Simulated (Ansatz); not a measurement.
# C: response to strain

Aim: deform C (equal xy, yz and zx engineering shear strains of +2 %) and compute stress, forces and field gradients with LAPW, PAW and all-electron datasets made for the crystal.

Program: Ansatz 0.2.0. Level of theory: DFT LDA, scalar-relativistic. These are calculated values, not measurements.

**1. Starting point**

It takes space group Fd-3m (No. 227, cubic). Conventional cell: a = 3.567 Å, b = 3.567 Å, c = 3.567 Å, α = 90.00°, β = 90.00°, γ = 90.00°. Around C (site symmetry -43m) lie 4 C at 1.54 Å.

Coordinates:

```cif
data_structure
_symmetry_space_group_name_H-M 'P 1'
_symmetry_Int_Tables_number 1
_cell_length_a 2.5221
_cell_length_b 2.5221
_cell_length_c 2.5221
_cell_angle_alpha 60.000
_cell_angle_beta 60.000
_cell_angle_gamma 60.000
_cell_volume 11.34
loop_
_atom_site_label
_atom_site_type_symbol
_atom_site_fract_x
_atom_site_fract_y
_atom_site_fract_z
_atom_site_occupancy
C1 C 0.50000 0.50000 0.50000 1
C2 C 0.75000 0.75000 0.75000 1
```

Atoms are numbered in the order of the input: C1, C2.

**2. After the deformation**

Space group Fd-3m before, R-3m after.

**3. All-electron LAPW**

The input, input.yaml:

```yaml
crystal:
  lattice:
    - [0.035668, 1.801234, 1.801234]
    - [1.801234, 0.035668, 1.801234]
    - [1.801234, 1.801234, 0.035668]
  atoms:
    - { symbol: C, position: [0.5, 0.5, 0.5] }
    - { symbol: C, position: [0.75, 0.75, 0.75] }
kpoints:
  mp_grid: { grid: [20, 20, 20] }
  band_path:
    path:
      - [0.0, 0.0, 0.0]
      - [0.5, 0.5, 0.5]
      - [0.2451701269, 0.5, 0.7548298731]
      - [-0.2451701269, 0.2451701269, 0.5]
      - [0.0, 0.0, 0.5]
      - [0.0, 0.0, 0.0]
      - [-0.3725850634, 0.0, 0.3725850634]
      - [0.0, 0.3725850634, 0.6274149366]
      - [0.0, 0.5, 0.5]
    npoints: 5
scf:
  occupations: { method: fermi_dirac, width: 0.08 }
hamiltonian:
  xc: lda
  pseudopotentials: { kind: all_electron, lapw: { basis_error: 0.0005 } }
output:
  forces: true
  stress: true
  eigenvalues: true
```

The run is started by

```console
$ ansatz run input.yaml --threads 1 --pin off --max-ram 3072MiB --backend cpu --events-out ev --progress --plain --runs-dir out
```

**4. Frozen-core PAW**

The input, input.yaml:

```yaml
crystal:
  lattice:
    - [0.035668, 1.801234, 1.801234]
    - [1.801234, 0.035668, 1.801234]
    - [1.801234, 1.801234, 0.035668]
  atoms:
    - { symbol: C, position: [0.5, 0.5, 0.5] }
    - { symbol: C, position: [0.75, 0.75, 0.75] }
kpoints:
  mp_grid: { grid: [20, 20, 20] }
scf:
  occupations: { method: fermi_dirac, width: 0.08 }
hamiltonian:
  xc: lda
  pseudopotentials: { kind: paw }
output:
  forces: true
  stress: true
  eigenvalues: true
  efg: { contact_densities: true }
```

**5. All-electron PAW on datasets made for the crystal**

Changes to input.yaml since step 4:

```diff
@@ -14,3 +14,3 @@
   xc: lda
-  pseudopotentials: { kind: paw }
+  pseudopotentials: { kind: all_electron, datasets: crystal }
 output:
```

(Steps that only read results are left out.)

Q: Predict the outcome of this session. Wanted: pressure; largest shear or deviatoric stress.

The runs gave:

```
                                 quantity                                                 value
                                 pressure  LAPW -12.39, PAW -12.51, crystal datasets -12.39 GPa
largest shear or deviatoric stress (LAPW)                                             10.89 GPa
```

In words: The largest part of the stress beyond the pressure is 10.89 GPa in size; the atoms are carried along and not relaxed. No run of the undeformed cell stands beside it, so the pressure holds what the given cell had before the change. PAW: stress within 0.12 GPa of LAPW, forces within 1 meV/Å. Crystal datasets: stress within 0.01 GPa of LAPW, forces within 1 meV/Å.
